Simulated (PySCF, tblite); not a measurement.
# C6H10FO radical: geometry, infrared bands and EPR parameters

Wanted: the infrared bands and EPR parameters of C6H10FO radical (`F[C@H]1C[CH]CCOC1`), by calculation.

Programs: tblite 0.8.0 and PySCF 2.14.0, with density-fitted response routines of our own. Each step states its level of theory. These are calculated values for one molecule in the gas phase, unless marked as measured. Atoms are numbered from 0 throughout.

## (1) The starting structure

18 atoms, charge 0, multiplicity 2; geometry from: force field or distance geometry start.

Bonds of the start (Å): F0–C1 1.35, C1–C2 1.50, C2–C3 1.48, C3–C4 1.48, C4–C5 1.50, C5–O6 1.38, O6–C7 1.37, C7–C1 1.52, C1–H8 1.12, C2–H9 1.12, C2–H10 1.13, C3–H11 1.13, C4–H12 1.11, C4–H13 1.13, C5–H14 1.11, C5–H15 1.12, C7–H16 1.11, C7–H17 1.11.

## (2) Relaxing the molecule with GFN2-xTB

What the job is given:

```
{"job": {"kind": "relax", "xc": "GFN2-xTB", "basis": "xTB"}, "charge": 0, "multiplicity": 2}
F     -2.066900     0.569600     1.692900
C     -1.004800     0.327400     0.887300
C     -1.251400    -0.688100    -0.195700
C     -0.077900    -1.583400    -0.259400
C      1.257300    -0.952800    -0.178200
C      1.360400     0.447500    -0.698600
O      0.881900     1.430700     0.149500
C     -0.485100     1.559800     0.161700
H     -0.173000    -0.084100     1.514100
H     -1.464900    -0.179000    -1.169600
H     -2.183800    -1.250300     0.088200
H     -0.170700    -2.283000     0.629000
H      1.685700    -1.013300     0.844500
H      1.944300    -1.565700    -0.832800
H      0.992000     0.573000    -1.741400
H      2.463600     0.655400    -0.757300
H     -0.795300     2.475000     0.715800
H     -0.920200     1.567700    -0.861700
```

Run with:

```console
$ OMP_NUM_THREADS=1 python probes_run.py task.json out
```

This one command runs all jobs of the session in turn.

**Question.** This job is followed by: GFN2-xTB harmonic vibrations, gas phase; UKS B3LYP, pcH-1 on C F H O, non-relativistic, mean-field spin-orbit, GIAO. What will the session give for the following? strongest single infrared mode (GFN2-xTB); zero-point energy (GFN2-xTB); g(iso) (B3LYP); ⟨S²⟩; largest a(iso); potential on the surface of density 0.002 e/bohr³, 1st and 99th percentile.

**Answer**, as computed:

| quantity | value |
| --- | --- |
| strongest single infrared mode (GFN2-xTB) | 2925 cm⁻¹, 80 km/mol |
| zero-point energy (GFN2-xTB) | 92.8 kcal/mol |
| g(iso) (B3LYP) | 2.00261 |
| ⟨S²⟩ | 0.754 (exact 0.75) |
| largest a(iso) | 1H on H10, 133.5 MHz |
| potential on the surface of density 0.002 e/bohr³, 1st and 99th percentile | -1.34 V and 0.83 V |

Over 114 steps the energy fell by 1.076 eV; of the close pairs, C3–H11 changed most, 1.135 to 1.076 Å. No mode is imaginary among the 48: a minimum at this level. The strongest single mode, at 2925 cm⁻¹, moves mainly H8. GFN2-xTB is a fitted tight-binding method: band positions and strengths are rough. Its intensities can rank the bands wrongly. Most of the unpaired spin sits on C3 (1.03 e). The isotropic g lies 0.3 ppt above the free-electron value.
